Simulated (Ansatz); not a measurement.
# CH₄Zn: small, medium and large basis sets

One table from this session's results is given with a row withheld; the runs are named, their logs left out.

Method: one geometry, several basis sets; program: Ansatz 0.2.0, Gaussian basis.

Plan: PBE0-D4/def2-SVP; ωB97M-V/def2-SVP; PBE0-D4/def2-QZVPP; ωB97M-V/def2-QZVPP; the functionals' def2-TZVPP values are taken from earlier runs.

### Structure used throughout

An earlier PBE0-D4 in a triple-zeta def2 set relaxation fixed the geometry.

6 atoms, charge 0, spin multiplicity 1.

Atoms are counted from 1 here; the program's logs count them from 0.

Bond lengths: C1–Zn2 1.942 Å, C1–H3 1.093 Å, C1–H4 1.093 Å, C1–H5 1.093 Å, Zn2–H6 1.544 Å. Angles: Zn2–C1–H3 111.1°, Zn2–C1–H4 111.1°, Zn2–C1–H5 111.1°, H3–C1–H4 107.8°, H3–C1–H5 107.8°, H4–C1–H5 107.8°, C1–Zn2–H6 180.0°.

The first run:

Contents of in.yaml:

```yaml
crystal:
  periodic: [false, false, false]
  atoms:
    - {symbol: C, position_ang: [-0.163748, -0.413417, -0.564567]}
    - {symbol: Zn, position_ang: [0.304409, 0.690826, 0.962228]}
    - {symbol: H, position_ang: [0.630687, -1.129881, -0.789611]}
    - {symbol: H, position_ang: [-1.080158, -0.978385, -0.374575]}
    - {symbol: H, position_ang: [-0.325986, 0.197665, -1.456392]}
    - {symbol: H, position_ang: [0.676795, 1.569192, 2.176718]}
basis:
  gaussian: {orbitals: def2-SVP}
hamiltonian: {xc: pbe0, dispersion: d4}
output: {orbitals: {seedname: orbitals}}
```

Command:

```
$ ansatz run in.yaml --threads 4 --pin off --events-out ev --progress --plain --max-ram 10444MiB
```

Among the steps run: PBE0-D4 in def2-SVP; ωB97M-V in def2-SVP; PBE0-D4 in def2-QZVPP; ωB97M-V in def2-QZVPP.

One of the session's tables, all rows but one given; the rest of the session is left out.

It belongs to the step «Functionals by basis». 

| functional | basis | HOMO (eV) | LUMO (eV) |
| --- | --- | --- | --- |
| PBE0-D4 | def2-SVP | ? | ? |
| PBE0-D4 | def2-TZVPP | -7.51 | -0.26 |
| PBE0-D4 | def2-QZVPP | -7.52 | -0.33 |
| ωB97M-V | def2-SVP | -9.52 | 2.02 |
| ωB97M-V | def2-TZVPP | -9.72 | 1.04 |
| ωB97M-V | def2-QZVPP | -9.72 | 0.73 |

**Question.** Estimate the row for PBE0-D4, def2-SVP.

The run gave: HOMO (eV): -7.35; LUMO (eV): 0.77. In the column «HOMO (eV)» it is the highest.
